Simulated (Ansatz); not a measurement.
A nudged elastic band was laid between two geometries of a periodic cell of 17 atoms, Si (host Si, host structure diamond, interstitial Si).

Computed with DFT PBE, scalar-relativistic, plane waves, PAW in Ansatz. Settings: PAW set soft_1, cutoff 420 eV, k mesh 2x2x2, gaussian smearing 0.02 eV, no spin polarisation.

```json
{
 "movable images": "5",
 "climbing image": "yes",
 "spring": "2.0 to 10.0 eV/Å², energy-weighted",
 "optimiser": "lbfgs",
 "start path": "straight line",
 "force threshold": "0.05 eV/Å",
 "iteration limit": "80",
 "end points": "relaxed"
}
```

Image 0:

```xyz
17
Lattice="0.0000 5.4300 5.4300 5.4300 0.0000 5.4300 5.4300 5.4300 0.0000" Properties=species:S:1:pos:R:3
Si 0.005 -0.006 -0.002
Si 1.325 1.353 1.361
Si 2.697 2.732 -0.017
Si 4.075 4.104 1.361
Si 2.692 -0.028 2.742
Si 4.072 1.355 4.108
Si 5.455 2.736 2.741
Si 6.792 4.066 4.078
Si 0.005 2.717 2.721
Si 1.357 4.072 4.073
Si 2.712 5.424 2.720
Si 4.075 6.784 4.040
Si 2.710 2.718 5.426
Si 4.073 4.035 6.789
Si 5.456 5.403 5.408
Si 6.822 6.785 6.788
Si 4.077 6.781 6.793
```

Image 6:

Only the atoms that move by more than 0.05 Å are listed.
```
Si17 2.712 8.143 8.150
```

(1) What changes between the two ends?

(2) Give the energies along the band, and the barrier.

(3) What is the geometry of the highest image?

The band took 25 iterations and roughly 12 core-minutes.

## Answers

(1) Contacts lost: Si15–Si17. Contacts made: Si10–Si17. The atom that moves furthest is Si17, by 2.36 Å.

(2) The run converged. The highest image is number 3 of 0 to 6, 0.31 eV above the ends, which have the same energy within 2 meV. By the program's own check the climbing image is of a kind that is not told: the force calls were inconclusive, a negative curvature could not be distinguished from the path's own, the only one lies far off the path, or fixed occupations may fill a level only in part (lowest curvatures found: -0.09 and 1.01 eV/Å²). Limits of this set-up: coarse k mesh.

```
image  path coordinate (Å)  energy (eV)  Si15–Si17 (Å)  Si10–Si17 (Å)
    0                 0.00         0.00           2.39           4.69
    1                 0.67         0.17           2.50           4.14
    2                 1.12         0.30           2.79           3.69
    3                 1.56         0.31           3.20           3.22
    4                 2.00         0.30           3.67           2.81
    5                 2.45         0.18           4.13           2.51
    6                 3.13         0.00           4.70           2.39
```

(3) 
```xyz
17
Lattice="0.0000 5.4300 5.4300 5.4300 0.0000 5.4300 5.4300 5.4300 0.0000" Properties=species:S:1:pos:R:3
Si 0.174 -0.182 -0.182
Si 1.240 1.266 1.282
Si 2.625 2.789 -0.086
Si 4.169 4.171 1.290
Si 2.618 -0.105 2.788
Si 4.162 1.281 4.161
Si 5.550 2.803 2.796
Si 6.611 4.253 4.262
Si -0.012 2.665 2.670
Si 1.544 3.889 3.896
Si 2.770 5.440 2.663
Si 4.013 6.845 4.063
Si 2.774 2.654 5.443
Si 4.017 4.057 6.845
Si 5.241 5.612 5.614
Si 6.802 6.834 6.838
Si 3.398 7.460 7.465
```

The run took 12 min on 1 thread of Arm Neoverse V2, with other jobs on the host, peak memory 0.81 GiB.
